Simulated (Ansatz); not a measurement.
# GeH3F (built from SMILES F.[GeH2]): a saddle search

Does the minimum-mode search get back to a saddle from here?

Method: PBE-D4/pcseg-2; program: Ansatz 0.2.0, Gaussian basis.

The start, a known saddle point with all atoms moved at random by about 0.06 Å a coordinate: 5 atoms, charge 0, spin multiplicity 1.

Atoms are counted from 1 here; the program's logs count them from 0.

Bond lengths: Ge1–H2 1.784 Å, Ge1–F3 1.987 Å, Ge1–H4 1.545 Å, Ge1–H5 1.699 Å. Angles: H2–Ge1–F3 37.3°, H2–Ge1–H4 86.7°, H2–Ge1–H5 31.6°, F3–Ge1–H4 90.4°, F3–Ge1–H5 68.7°, H4–Ge1–H5 88.4°.

Coordinates:

```
Ge   -0.8343   -0.4978   -0.3185
H     0.7063   -0.0356    0.4542
F     1.0952   -0.2053   -0.6908
H    -1.1054    1.0146   -0.4782
H     0.0220   -0.1456    1.1057
```

The structure above is the start of the run; the results belong to its end.

```
                  quantity          value
                     steps              7
             energy change  -2.9 kcal/mol
        last largest force    0.0004 eV/Å
       RMSD from the start        0.060 Å
RMSD from the known saddle        0.018 Å
```

What this shows: It converged in 7 steps at a force tolerance of 0.05 eV/Å. It is back at the known saddle, up to the shift that another level brings.

Which input would start the first run of this session?

A: The one that was run. It is one of several that fit.

Contents of run/in.yaml:

```yaml
crystal:
  periodic: [false, false, false]
  atoms:
    - {symbol: Ge, position_ang: [-0.834328, -0.497757, -0.318461]}
    - {symbol: H, position_ang: [0.706278, -0.035563, 0.454156]}
    - {symbol: F, position_ang: [1.095233, -0.205306, -0.690834]}
    - {symbol: H, position_ang: [-1.105386, 1.014622, -0.478172]}
    - {symbol: H, position_ang: [0.021992, -0.145579, 1.105670]}
basis:
  gaussian: {orbitals: pcseg-2}
hamiltonian: {xc: pbe, dispersion: d4}
saddle:
  f_tol: 0.05
  max_steps: 40
  mode_guess:
    - [0.2316, -0.0126, -0.2637]
    - [-0.4033, 0.0626, 0.6030]
    - [-0.1927, -0.1021, -0.4284]
    - [0.0465, -0.0096, -0.0018]
    - [0.3179, 0.0618, 0.0908]
```

On the command line:

```sh
$ ansatz run in.yaml --threads 2 --pin off --events-out ev --progress --plain --max-ram 4352MiB
```
